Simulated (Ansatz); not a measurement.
# MoPt2: one contact scaled

The task here is to estimate one member of a computed series from the others.

Method: DFT LDA, with the methods named in each step, in Ansatz 0.2.0.

8 further runs of the same task are left out: 6 for a broken database entry, 2 that didn't finish.

## Starting point

Symmetry: Immm, No. 71, orthorhombic system. Conventional cell: a = 2.748 Å, b = 3.915 Å, c = 8.238 Å, α = 90.00°, β = 90.00°, γ = 90.00°. Mo (site symmetry mmm) has 10 Pt at 2.68 to 2.91 Å and 2 Mo at 2.75 Å as nearest neighbours. Around Pt (site symmetry mm2) lie 3 Pt at 2.42 to 2.75 Å and 4 Mo at 2.68 Å.

As a file:

```cif
data_structure
_symmetry_space_group_name_H-M 'P 1'
_symmetry_Int_Tables_number 1
_cell_length_a 4.7630
_cell_length_b 4.7630
_cell_length_c 4.7630
_cell_angle_alpha 146.467
_cell_angle_beta 131.467
_cell_angle_gamma 60.281
_cell_volume 44.31
loop_
_atom_site_label
_atom_site_type_symbol
_atom_site_fract_x
_atom_site_fract_y
_atom_site_fract_z
_atom_site_occupancy
Mo1 Mo 0.00000 0.00000 0.00000 1
Pt1 Pt 0.64700 0.64700 0.00000 1
Pt2 Pt 0.35300 0.35300 0.00000 1
```

Atoms are numbered in the order of the input: Mo1, Pt2, Pt3.

Set-up of the first run:

Input file input.yaml:

```yaml
crystal:
  lattice:
    - [-1.374, 1.9575, 4.119]
    - [1.374, -1.9575, 4.119]
    - [1.374, 1.9575, -4.119]
  atoms:
    - { symbol: Mo, position: [0.0, 0.0, 0.0] }
    - { symbol: Pt, position: [0.647, 0.647, 0.0] }
    - { symbol: Pt, position: [0.353, 0.353, 0.0] }
kpoints:
  mp_grid: { grid: [13, 13, 13] }
scf:
  occupations: { method: fermi_dirac, width: 0.05 }
hamiltonian:
  xc: lda
  pseudopotentials: { kind: all_electron, lapw: { basis_error: 0.001 } }
output:
  forces: true
  stress: true
  eigenvalues: true
  populations: true
```

Started as:

```sh
$ ansatz run input.yaml --threads 1 --pin off --max-ram 3072MiB --backend cpu --events-out ev --progress --plain --runs-dir out
```

Steps of the session up to this table: The bond as given, LAPW; Shortest bond scaled by 1, PAW; Shortest bond scaled by 1, crystal datasets; Shortest bond scaled by 1.1, LAPW; Shortest bond scaled by 1.1, PAW; Shortest bond scaled by 0.82, PAW; Shortest bond scaled by 0.76, PAW.

One of the session's tables, all rows but one given; the rest of the session is left out.

```
          method  length (Å)  F from the given length (eV/cell)  force along the bond (eV/Å)  pressure (GPa)  largest force (eV/Å)
            LAPW       2.422                              0.000                        4.762            5.88                 4.762
            LAPW       2.664                             -0.559                        0.348           -3.09                 0.348
             PAW       1.841                             11.350                       47.120          119.15                47.120
             PAW       1.986                              6.013                       27.943           71.50                27.943
             PAW       2.422                              0.000                        4.755            5.81                 4.755
             PAW       2.664                                  ?                            ?               ?                     ?
crystal datasets       2.422                                  –                        4.763            5.88                 4.763
```

Estimate the missing values for PAW, 2.664.

**Answer.** F from the given length (eV/cell): -0.557; force along the bond (eV/Å): 0.346; pressure (GPa): -3.15; largest force (eV/Å): 0.346.

Caveats from the session: Warnings in the runs' records: gradients without spin orbit, crystal datasets made.
